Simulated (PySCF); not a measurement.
# GaC+: bond curves at several levels of theory

What are the lowest state that PBE0 finds, the bond length, vibrational wavenumber and bond energy of GaC+, and how much do these hang on the method?

Method: Ga 6-31G(d,p), C 6-31G(d,p), no relativity; program: PySCF 2.14.0.

## (1) Input

The job is set up so:

```json
{
  "atoms": "Ga, C",
  "charge": "1",
  "basis": "Ga 6-31G(d,p), C 6-31G(d,p)",
  "Hamiltonian": "no relativity",
  "basis functions": "46",
  "electrons treated": "36",
  "masses in u": "68.9256, 12.0000",
  "levels": "PBE0, PBE, r²SCAN, TPSS, MN15, r²SCAN0, CAM-B3LYP, HF, MP2, SCS-MP2, CCSD, CCSD(T)",
  "grid": "80 radial by 434 angular points",
  "occupations": "held fixed by the projection of orbital angular momentum",
  "dissociation limit": "Ga+ + C, each in its ground configuration",
  "starting distance in angstrom": "2.015",
  "values of 2S to try": "0, 2"
}
```

Command:

```console
$ OMP_NUM_THREADS=1 python dia.py task.json out
```

Further steps of the session: The PBE0 curve of the state that the search chose; Excited determinants; PBE (GGA); r²SCAN (meta-GGA); TPSS; MN15; r²SCAN0 (hybrid meta-GGA); CAM-B3LYP (range-separated hybrid); UHF; MP2 and coupled cluster.

Before running it: what results should come out? Wanted: for each run, Re; ωe; De; μ.

As calculated:

Lowest PBE0 solution found, without spin–orbit coupling: ³Π (triplet), unpaired electrons σ ↑, π ↑. State 3 has its PBE0 minimum 0.38 eV higher, as a spin-mixed determinant (⟨S²⟩ = 1.01), so this is no gap between pure states. The other levels ran on the lowest alone.

| level | Re (Å) | ωe (cm⁻¹) | De (eV) | μ (D) |
| --- | --- | --- | --- | --- |
| UHF | 2.954 | 125.6 | 0.223 | -0.30 |
| UHF-MP2 | 2.747 | 160.0 | 0.322 | n/a |
| UHF-SCS-MP2 | 2.793 | 150.9 | 0.294 | n/a |
| UHF-CCSD | 2.714 | 164.1 | 0.332 | n/a |
| UHF-CCSD(T) | 2.677 | 172.0 | 0.357 | n/a |
| PBE | 2.545 | 207.6 | 0.70 | 0.99 |
| TPSS | 2.546 | 209.7 | 0.65 | 0.97 |
| r²SCAN | 2.548 | 210.8 | 0.62 | 1.00 |
| PBE0 | 2.582 | 202.3 | 0.57 | 0.79 |
| r²SCAN0 | 2.585 | 205.6 | 0.54 | 0.82 |
| MN15 | 2.593 | 199.9 | 0.62 | 0.87 |
| CAM-B3LYP | 2.616 | 197.9 | 0.52 | 0.68 |

De is counted to Ga+ + C in their ground configurations. A positive dipole points from Ga to C; in an ion it is taken about the centre of mass and does not tell which atom is negative.

What this shows: The methods spread over 0.408 Å in bond length, from PBE to UHF. CCSD(T) can't serve as the judge here: for a weak bond in this basis it is far from its limit. Among the levels with a De in the table, it runs from 0.223 eV (UHF) to 0.70 eV (PBE).

Correlated steps freeze 10 core orbitals.
